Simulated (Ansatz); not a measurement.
**C₂H₅BO: up Jacob's ladder to CCSD(T)**

Aim: compute C₂H₅BO with functionals from several rungs and with coupled cluster, and see how far each lands from CCSD(T) at the basis-set limit for the atomisation energy.

The runs use Ansatz 0.2.0, Gaussian basis; functionals in def2-TZVPP, the program's frozen cores in correlated methods.

The runs, in order: LDA (SPW92), PBE-D4, revPBE-D4, BLYP-D4, r2SCAN-D4, B97M-V, PBE0-D4, B3LYP-D4, r2SCANh-D4, r2SCAN0-D4, HSE06-D4, BHLYP-D4, CAM-B3LYP-D4, LC-ωPBE, ωB97X-V, ωB97M-V, B2PLYP, PBE-QIDH; CCSD(T)/def2-SVP; CCSD(T)/def2-TZVPP; MP2/def2-QZVPP; extrapolation to the limit; RPA on PBE.

## Step 1: The relaxed structure

An earlier PBE0-D4 in a triple-zeta def2 set relaxation fixed the geometry.

SMILES `BCC=O`, 9 atoms, charge 0, spin multiplicity 1.

Atoms are counted from 1 here; the program's logs count them from 0.

Bond lengths: B1–C2 1.556 Å, B1–H5 1.194 Å, B1–H6 1.197 Å, C2–C3 1.493 Å, C2–H7 1.109 Å, C2–H8 1.091 Å, C3–O4 1.200 Å, C3–H9 1.112 Å. Angles: C2–B1–H5 120.3°, C2–B1–H6 120.2°, H5–B1–H6 119.5°, B1–C2–C3 114.3°, B1–C2–H7 99.0°, B1–C2–H8 115.6°, C3–C2–H7 107.2°, C3–C2–H8 111.7°, H7–C2–H8 107.7°, C2–C3–O4 124.5°, C2–C3–H9 114.7°, O4–C3–H9 120.8°.

Geometry (Å):

```
B    -0.1988    0.9529   -0.8667
C     0.0779   -0.4693   -0.2997
C     0.0479   -0.5521    1.1908
O    -0.6879   -1.2631    1.8170
H    -0.6082    1.0875   -1.9805
H     0.0567    1.9220   -0.2125
H     1.1361   -0.5789   -0.6133
H    -0.4895   -1.2789   -0.7609
H     0.7542    0.1336    1.7088
```

## Step 2: LDA

This LDA is Slater exchange with PW92 correlation.

File in.yaml:

```yaml
crystal:
  periodic: [false, false, false]
  atoms:
    - {symbol: B, position_ang: [-0.198845, 0.952934, -0.866726]}
    - {symbol: C, position_ang: [0.077893, -0.469316, -0.299687]}
    - {symbol: C, position_ang: [0.047878, -0.552138, 1.190789]}
    - {symbol: O, position_ang: [-0.687933, -1.263077, 1.816989]}
    - {symbol: H, position_ang: [-0.608218, 1.087466, -1.980512]}
    - {symbol: H, position_ang: [0.056744, 1.921950, -0.212528]}
    - {symbol: H, position_ang: [1.136129, -0.578906, -0.613287]}
    - {symbol: H, position_ang: [-0.489494, -1.278863, -0.760881]}
    - {symbol: H, position_ang: [0.754245, 0.133650, 1.708841]}
basis:
  gaussian: {orbitals: def2-TZVPP}
hamiltonian: {xc: lda}
output: {orbitals: {seedname: orbitals}}
```

Command:

```console
ansatz run in.yaml --threads 2 --pin off --events-out ev --progress --plain --max-ram 4352MiB
```

Further steps of the session: PBE-D4 (GGA); revPBE-D4 (GGA); BLYP-D4 (GGA); r2SCAN-D4 (meta-GGA); B97M-V (meta-GGA); PBE0-D4 (hybrid); B3LYP-D4 (hybrid); r2SCANh-D4 (hybrid); r2SCAN0-D4 (hybrid); HSE06-D4 (hybrid); BHLYP-D4 (hybrid); CAM-B3LYP-D4 (range-separated); LC-ωPBE (range-separated); ωB97X-V (range-separated); ωB97M-V (range-separated); B2PLYP (double hybrid); PBE-QIDH (double hybrid); CCSD(T) in def2-SVP; CCSD(T) in def2-TZVPP; MP2 in def2-QZVPP; RPA on PBE orbitals.

Q: Predict the results of all the runs planned. Wanted: atomisation energy, CCSD(T)/CBS; farthest beyond LDA; mean size of error, GGA; mean size of error, meta-GGA; mean size of error, hybrid; mean size of error, range-separated; mean size of error, double hybrid; gap, smallest and largest; T1 diagnostic.

**Answer**, as computed:

```
                               quantity                                      value
        atomisation energy, CCSD(T)/CBS                             845.6 kcal/mol
functionals within 4.2 kcal/mol (0.5 %)      r2SCANh-D4, LC-ωPBE, B2PLYP, PBE-QIDH
                    farthest beyond LDA                    PBE-D4 (+25.8 kcal/mol)
                mean size of error, GGA                              12.3 kcal/mol
           mean size of error, meta-GGA                               7.5 kcal/mol
             mean size of error, hybrid                               8.7 kcal/mol
    mean size of error, range-separated                               6.1 kcal/mol
      mean size of error, double hybrid                               1.1 kcal/mol
              gap, smallest and largest  3.01 eV (LDA (SPW92)), 10.81 eV (LC-ωPBE)
                          T1 diagnostic                                     0.0144
triples share of the correlation energy                                      3.9 %
```

What this shows: LDA overbinds by 127.0 kcal/mol (15 %). PBE-D4 misses by +25.8 kcal/mol. Double hybrids carry the basis error of their MP2 part in triple zeta, and no dispersion term here, so their miss is partly the set-up's. By mean error the best rung here is double hybrid (1.1 kcal/mol) and the worst beyond LDA is GGA (12.3 kcal/mol). Misses under about 4.2 kcal/mol are within the doubt on the reference itself, which lacks core-valence correlation, relativity and higher excitations. Hartree-Fock recovers 75 % of the binding; the rest is correlation. CCSD(T) in def2-SVP is off by -33.3 kcal/mol, so the small basis spoils what the method gains. Orbital gaps span 3.0 to 10.8 eV; exact exchange widens them.
